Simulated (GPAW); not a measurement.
Crystal: Bi2Te3 (Tellurobismuthite).

```xyz
5
Lattice="2.1930 1.2661 10.1657 -2.1930 1.2661 10.1657 0.0000 -2.5323 10.1657" Properties=species:S:1:pos:R:3 pbc="T T T"
Bi    0.0000    0.0000   18.2982
Bi    0.0000    0.0000   12.1988
Te    0.0000    0.0000   24.1079
Te    0.0000    0.0000    6.3891
Te    0.0000    0.0000    0.0000
```

Base run:

| Quantity | Value |
| --- | --- |
| Program | GPAW 26.7.0 |
| Functional | LDA |
| Potentials or basis | the program's PAW data sets (release 1.2.1) made for this functional |
| Cutoff | 600 eV |
| Basis | pw |
| k mesh | 5 × 5 × 5 |
| Occupations | fermi-dirac, width 0.05 eV |
| Spin | no spin polarisation |

Its results: band gap on the k mesh 0.19 eV, direct; pressure -2.0 GPa; largest force 0.194 eV/Å.

Q: The run is repeated on the same cell with these changes: functional from LDA to PBEsol; potentials or basis from the program's PAW data sets (release 1.2.1) made for this functional to PAW data sets generated in the run's folder for this functional. What comes out?

A: Band gap on the k mesh 0.21 eV, direct; pressure -0.8 GPa; largest force 0.117 eV/Å.

Caveats: spin-orbit coupling is left out, which as a rule narrows the gap of such compounds by several tenths of an eV.

Not every run made on this cell is shown here.
